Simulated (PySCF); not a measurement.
# Sm(NO2)2: other functionals and bases at one geometry

The task here is to estimate one member of a computed series from the others.

Method: several levels, as the steps say, no spin–orbit coupling; program: PySCF 2.14.0.

1 further run of the same task is left out (for a known fault of the program).

### The starting structure

7 atoms, charge 0, spin multiplicity 1.

Bond lengths: Sm1–O2 2.512 Å, Sm1–O3 2.512 Å, Sm1–N4 2.960 Å, Sm1–O5 2.512 Å, Sm1–O6 2.512 Å, Sm1–N7 2.960 Å, O2–N4 1.252 Å, O3–N4 1.252 Å, O5–N7 1.252 Å, O6–N7 1.252 Å. Angles: O2–Sm1–O3 49.5°, O2–Sm1–N4 24.8°, O2–Sm1–O5 145.5°, O2–Sm1–O6 145.5°, O2–Sm1–N7 155.2°, O3–Sm1–N4 24.8°, O3–Sm1–O5 145.5°, O3–Sm1–O6 145.5°, O3–Sm1–N7 155.2°, N4–Sm1–O5 155.2°, N4–Sm1–O6 155.2°, N4–Sm1–N7 180.0°, O5–Sm1–O6 49.5°, O5–Sm1–N7 24.8°, O6–Sm1–N7 24.8°, Sm1–O2–N4 98.1°, Sm1–O3–N4 98.1°, Sm1–N4–O2 57.2° and more.

Geometry (Å):

```mol
N2O4Sm
  3D, bonds by distance, orders not assigned

  7 10  0  0  0  0  0  0  0  0999 V2000
   -0.0000    0.0000   -0.0000 Sm  0  0
    0.7442    0.7442    2.2810 O   0  0
   -0.7442   -0.7442    2.2810 O   0  0
   -0.0000    0.0000    2.9598 N   0  0
    0.7442   -0.7442   -2.2810 O   0  0
   -0.7442    0.7442   -2.2810 O   0  0
    0.0000   -0.0000   -2.9598 N   0  0
  1  2  8  0
  1  3  8  0
  1  4  8  0
  1  5  8  0
  1  6  8  0
  1  7  8  0
  2  4  8  0
  3  4  8  0
  5  7  8  0
  6  7  8  0
M  END
```

Formal oxidation states: Sm +2. Each metal's 6 4f electrons lie in its core potential, so multiplicities, spins and levels count the valence alone. An earlier session relaxed this geometry at PBE0, Sm lcecp-0-SVP with ECP52, O def2-SVP, N def2-SVP (singlet, point group D2d).

At PBE0 on the finer grid: E = -438.464665 Eh, frontier levels not given, since the 4f levels lie in the core, Mulliken charge on Sm1 +1.10 e, largest force component 0.014 eV/Å. 

Levels to run: BP86; M06-L; TPSSh; HF; PBE0, TZVP. Hardware: 2 threads of Arm Neoverse V1, shared host.

Set-up of the first run:

Contents of run.py (the lines that set the calculation):

```python
mol = gto.M(atom='''
Sm     0.00000     0.00000     0.00000
O      0.74416     0.74416     2.28099
O     -0.74416    -0.74416     2.28099
N      0.00000     0.00000     2.95979
O      0.74416    -0.74416    -2.28099
O     -0.74416     0.74416    -2.28099
N      0.00000     0.00000    -2.95979''',
    basis={'Sm': 'lcecp-0-SVP', 'O': 'def2-SVP', 'N': 'def2-SVP'},
    ecp={'Sm': 'lcecp-0-SVP'},
    charge=0, spin=0)
mf = dft.RKS(mol, xc='B88,P86')
mf.grids.atom_grid = (75, 302)  # f atoms: unpruned, at least (60, 302)
mf = mf.density_fit()  # fitting sets: Sm AutoAux, O def2-universal-JKFIT, N def2-universal-JKFIT
mf.conv_tol = 1e-08; mf.max_cycle = 55
mf.kernel(dm0)  # dm0: the density of the relaxed state
```

Launch:

```
OMP_NUM_THREADS=2 python run.py
```

Steps of the session up to this table: BP86; M06-L; TPSSh; HF; PBE0, TZVP.

One of the session's tables, all rows but one given; the rest of the session is left out.

```
              level  charge on Sm1 (e)  largest force component (eV/Å)
PBE0 (relaxed here)               1.10                            0.01
               BP86               0.96                            1.57
              M06-L               1.17                            0.83
              TPSSh                  ?                               ?
                 HF               1.39                            2.14
         PBE0, TZVP               1.34                            0.14
```

Estimate the missing values for TPSSh.

**Answer.** charge on Sm1 (e): 1.06; largest force component (eV/Å): 0.98. In the column «charge on Sm1 (e)» it lies between BP86 (0.96) and PBE0 (relaxed here) (1.10).

The largest leftover force, 2.14 eV/Å with HF, stands at a geometry relaxed at another level. With 4f in the core, its levels are missing from HOMO and gap, and its count is fixed, so no charge can pass from the ligands into it. Total energies of different levels can't be compared.
